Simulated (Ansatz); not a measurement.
# CdSnTe2: the cost of one run

Computed with Ansatz 0.2.0 (DFT PBEsol, scalar-relativistic, plane waves, PAW, unless a step's input says otherwise).

1 further run of the same task is left out (set aside as unsound or not needed).

### 1 The structure to begin with

Symmetry: R-3m, No. 166, trigonal system. The conventional cell has a = 4.484 Å, b = 4.484 Å, c = 21.323 Å, α = 90.00°, β = 90.00°, γ = 120.00°. Around Cd (site symmetry -3m) lie 6 Te at 3.09 Å. Around Sn (site symmetry -3m) lie 6 Te at 3.19 Å. Around Te (site symmetry 3m) lie 3 Cd at 3.09 Å and 3 Sn at 3.19 Å.

Structure file:

```xyz
4
Lattice="2.2420 1.2944 7.1076 -2.2420 1.2944 7.1076 0.0000 -2.5888 7.1076" Properties=species:S:1:pos:R:3 pbc="T T T"
Cd    0.0000    0.0000    0.0000
Sn    0.0000    0.0000   10.6614
Te    0.0000    0.0000   15.8983
Te    0.0000    0.0000    5.4246
```

Source of the structure: the Materials Project (structure only).

### 5 The grid

The energy is mapped over the lattice constants a and c of the conventional cell.

First coordinate, lattice constant a (and b): 5 values from 4.146 to 4.583 Å. Second coordinate, lattice constant c: 5 values from 19.36 to 22.72 Å.

Nothing else is relaxed (fractional coordinates fixed). Energies count from the relaxed crystal. Points are written as (first, second).

(The set-up runs are not shown.)

### 6 The run at (4.365 Å, 22.72 Å)

The input, input.yaml:

```yaml
crystal:
  lattice:
    - [2.1823838434, 1.2599998994, 7.5745333333]
    - [-2.1823838434, 1.2599998994, 7.5745333333]
    - [0.0, -2.5199997989, 7.5745333333]
  atoms:
    - { symbol: Cd, position: [0.0, 0.0, 0.0] }
    - { symbol: Sn, position: [0.5, 0.5, 0.5] }
    - { symbol: Te, position: [0.7456598273, 0.7456598273, 0.7456598273] }
    - { symbol: Te, position: [0.2543401727, 0.2543401727, 0.2543401727] }
basis:
  ecutwfc: 420
kpoints:
  mp_grid: { grid: [12, 12, 12] }
hamiltonian:
  xc: pbesol
  pseudopotentials: { kind: paw }
scf:
  occupations: { method: gaussian, width: 0.15 }
output:
  forces: true
  stress: true
  eigenvalues: true
```

Started as:

```bash
$ ansatz run input.yaml --threads 2 --pin off --max-ram 4096MiB --backend cpu --events-out ev --progress --plain --runs-dir out
```

What time and memory should one allow on 2 threads of Arm Neoverse N1, shared host?

About 50 s, with a peak of 0.86 GiB.
